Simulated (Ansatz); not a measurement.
# LuSi2Pt2: the cost of one run

Computed with Ansatz 0.2.0 (reference: DFT r2SCAN, plane waves, PAW, scalar-relativistic, no spin polarisation, unless a step's input says otherwise).

1 further run of the same task is left out (it didn't finish).

## 1. The structure to begin with

Symmetry: I4/mmm, No. 139, tetragonal system. The conventional cell has a = 4.230 Å, b = 4.230 Å, c = 9.829 Å, α = 90.00°, β = 90.00°, γ = 90.00°. Pt (site symmetry -4m2) is surrounded by 4 Si at 2.45 Å. Lu (site symmetry 4/mmm) has 10 Si at 3.23 to 3.69 Å and 8 Pt at 3.24 Å as nearest neighbours. Around Si (site symmetry 4mm) lie 4 Pt at 2.45 Å and 1 Si at 2.46 Å and 4 Lu at 3.23 Å.

Structure file:

```cif
data_structure
_symmetry_space_group_name_H-M 'I4/mmm'
_symmetry_Int_Tables_number 139
_cell_length_a 4.2295
_cell_length_b 4.2295
_cell_length_c 9.8286
_cell_angle_alpha 90.000
_cell_angle_beta 90.000
_cell_angle_gamma 90.000
_cell_volume 175.82
loop_
_atom_site_label
_atom_site_type_symbol
_atom_site_symmetry_multiplicity
_atom_site_Wyckoff_symbol
_atom_site_fract_x
_atom_site_fract_y
_atom_site_fract_z
_atom_site_occupancy
Pt1 Pt 4 d 0.50000 0.00000 0.75000 1
Lu1 Lu 2 a 0.00000 0.00000 0.00000 1
Si1 Si 4 e 0.50000 0.50000 0.87500 1
```

## 2. Baseline

input.yaml

```yaml
crystal:
  lattice:
    - [0.0, 4.229517, 0.0]
    - [4.229517, 0.0, 0.0]
    - [2.114758, 2.114758, -4.914297]
  atoms:
    - { symbol: Pt, position: [0.75, 0.25, 0.5] }
    - { symbol: Pt, position: [0.25, 0.75, 0.5] }
    - { symbol: Lu, position: [0.0, 0.0, 0.0] }
    - { symbol: Si, position: [0.375, 0.375, 0.25] }
    - { symbol: Si, position: [0.625, 0.625, 0.75] }
  symmetry: { tolerance: 0.0003 }
kpoints:
  mp_grid: { grid: [5, 5, 5], shift: [0, 0, 0] }
magnetization:
  spin_polarized: false
scf:
  occupations: { method: tetrahedron }
hamiltonian:
  pseudopotentials: { kind: paw }
  xc: r2scan
basis:
  ecutwfc: 500
output:
  forces: true
  stress: true
  eigenvalues: true
  write_density: true
  write_potential: true
  elf: true
  volumetric_format: npy
relax:
  max_steps: 40
  cell: {}
```

Command:

```console
> ansatz run input.yaml --threads 1 --pin off --max-ram 2560MiB --backend cpu --events-out ev --progress --plain --runs-dir out
```

What time and memory should one allow on 1 thread of Intel Xeon 6975P-C (Granite Rapids), shared host?

About 50 s, with a peak of 0.69 GiB.
